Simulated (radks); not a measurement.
**Pd³⁺ in [Kr] 4d7: an all-electron calculation**

An exercise on one series of results from a longer session: the logs are not shown, and one member is left open.

The numbers are computed with radks (a radial shooting solver on a logarithmic mesh, Libxc functionals) version 1 (Dirac Kohn-Sham, LDA (Slater exchange, Perdew-Wang correlation), spin-unpolarised, spherical densities, finite nucleus; open shells fill j = l - 1/2 first), except any that are marked as measured or tabulated.

**Starting point**

- element: palladium (Z = 46)
- charge: +3
- electrons: 43
- configuration: [Kr] 4d7
- nuclear rms radius: 4.5318 fm

Set-up of the first run:

Settings of this run:

```text
Z 46
configuration [Kr] 4d7
relativity Dirac
functional lda,pw
spin unpolarised
j_filling energy
nucleus finite rms 4.5318 fm
c 137.035999084
```

One table of the session follows, with a row left open; its other results are not shown here.

It belongs to the step «Orbitals and density». Sizes of the orbitals, from the radial functions (bohr):

```
level      <r>  outermost maximum (interpolated)  90 % within  nodes
1s1/2  0.03188                            0.0207       0.0572      0
2s1/2   0.1381                             0.117        0.214      1
2p1/2   0.1172                            0.0905        0.192      0
2p3/2   0.1222                            0.0947        0.199      0
3s1/2   0.3797                             0.342        0.560      2
3p1/2   0.3716                             0.329        0.561      1
3p3/2   0.3825                             0.339        0.576      1
3d3/2        ?                                 ?            ?      ?
3d5/2   0.3593                             0.283        0.570      0
4s1/2   0.9373                             0.848         1.36      3
4p1/2    1.004                             0.888         1.48      2
4p3/2    1.033                             0.912         1.52      2
4d3/2    1.300                              1.05         2.02      1
4d5/2    1.313                              1.06         2.04      1
```

Estimate the missing values for 3d3/2.

The run gave: <r>: 0.3558; outermost maximum (interpolated): 0.280; 90 % within: 0.565; nodes: 0. In the column «<r>» it lies between 2s1/2 (0.1381) and 3d5/2 (0.3593).

Caveats from the session: Spin polarisation and multiplet splitting are left out.
